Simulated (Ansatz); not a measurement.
**B₂H₄SSi: one species, many methods**

An exercise on one series of results from a longer session: the logs are not shown, and one member is left open.

Program: Ansatz 0.2.0, Gaussian basis. Level of theory: functionals in def2-TZVPP, the program's frozen cores in correlated methods. These are calculated values, not measurements.

Levels to be run: LDA (SPW92), PBE-D4, revPBE-D4, BLYP-D4, r2SCAN-D4, B97M-V, PBE0-D4, B3LYP-D4, r2SCANh-D4, r2SCAN0-D4, HSE06-D4, BHLYP-D4, CAM-B3LYP-D4, LC-ωPBE, ωB97X-V, ωB97M-V, B2PLYP, PBE-QIDH; CCSD(T)/def2-SVP; CCSD(T)/def2-TZVPP; MP2/def2-QZVPP; extrapolation to the limit; RPA on PBE.

**Structure used throughout**

The geometry comes from an earlier relaxation with PBE0-D4 in a triple-zeta def2 set; it is a stationary point, not always the lowest conformer.

8 atoms, charge 0, spin multiplicity 1.

Atoms are counted from 1 here; the program's logs count them from 0.

Bond lengths: S1–Si2 2.212 Å, S1–B3 1.922 Å, S1–H5 1.359 Å, Si2–B4 1.874 Å, Si2–H6 1.492 Å, B3–B4 1.610 Å, B3–H7 1.193 Å, B4–H8 1.185 Å. Angles: Si2–S1–B3 62.5°, Si2–S1–H5 104.4°, B3–S1–H5 101.6°, S1–Si2–B4 90.9°, S1–Si2–H6 108.1°, B4–Si2–H6 150.5°, S1–B3–B4 111.3°, S1–B3–H7 114.8°, B4–B3–H7 133.8°, Si2–B4–B3 76.1°, Si2–B4–H8 135.2°, B3–B4–H8 141.8°.

The first run:

The input, in.yaml:

```yaml
crystal:
  periodic: [false, false, false]
  atoms:
    - {symbol: S, position_ang: [-0.749546, 0.626106, -1.343920]}
    - {symbol: Si, position_ang: [-0.727321, 0.444457, 0.860145]}
    - {symbol: B, position_ang: [0.525037, -0.583495, -0.565743]}
    - {symbol: B, position_ang: [-0.077138, -1.308994, 0.739102]}
    - {symbol: H, position_ang: [0.026943, 1.711375, -1.601376]}
    - {symbol: H, position_ang: [-0.657417, 1.818606, 1.436788]}
    - {symbol: H, position_ang: [1.594887, -0.591022, -1.094462]}
    - {symbol: H, position_ang: [0.156656, -2.174133, 1.513666]}
basis:
  gaussian: {orbitals: def2-TZVPP}
hamiltonian: {xc: lda}
output: {orbitals: {seedname: orbitals}}
```

Run with:

```bash
ansatz run in.yaml --threads 2 --pin off --events-out ev --progress --plain --max-ram 4352MiB
```

Among the steps run: LDA; PBE-D4 (GGA); revPBE-D4 (GGA); BLYP-D4 (GGA); r2SCAN-D4 (meta-GGA); B97M-V (meta-GGA); B3LYP-D4 (hybrid); r2SCANh-D4 (hybrid); r2SCAN0-D4 (hybrid); HSE06-D4 (hybrid); BHLYP-D4 (hybrid); CAM-B3LYP-D4 (range-separated); LC-ωPBE (range-separated); ωB97X-V (range-separated); ωB97M-V (range-separated); B2PLYP (double hybrid); PBE-QIDH (double hybrid).

One table of the session follows, with a row left open; its other results are not shown here.

It belongs to the step «Orbital energies across the functionals». 

| functional | HOMO (eV) | LUMO (eV) | gap (eV) |
| --- | --- | --- | --- |
| LDA (SPW92) | -5.67 | -2.47 | 3.20 |
| PBE-D4 | ? | ? | ? |
| revPBE-D4 | -5.48 | -2.23 | 3.26 |
| BLYP-D4 | -5.31 | -2.13 | 3.19 |
| r2SCAN-D4 | -5.66 | -2.12 | 3.54 |
| B97M-V | -5.66 | -2.13 | 3.53 |
| PBE0-D4 | -6.37 | -1.47 | 4.90 |
| B3LYP-D4 | -6.14 | -1.63 | 4.51 |
| r2SCANh-D4 | -5.98 | -1.82 | 4.16 |
| r2SCAN0-D4 | -6.45 | -1.37 | 5.08 |
| HSE06-D4 | -5.98 | -1.84 | 4.14 |
| BHLYP-D4 | -6.98 | -0.50 | 6.48 |
| CAM-B3LYP-D4 | -7.43 | -0.39 | 7.05 |
| LC-ωPBE | -8.67 | 0.62 | 9.29 |
| ωB97X-V | -8.38 | 0.58 | 8.96 |
| ωB97M-V | -8.28 | 0.41 | 8.68 |

Q: Estimate the row for PBE-D4 from the others.

The run gave: HOMO (eV): -5.53; LUMO (eV): -2.30; gap (eV): 3.24. In the column «HOMO (eV)» it lies between B97M-V (-5.66) and revPBE-D4 (-5.48).
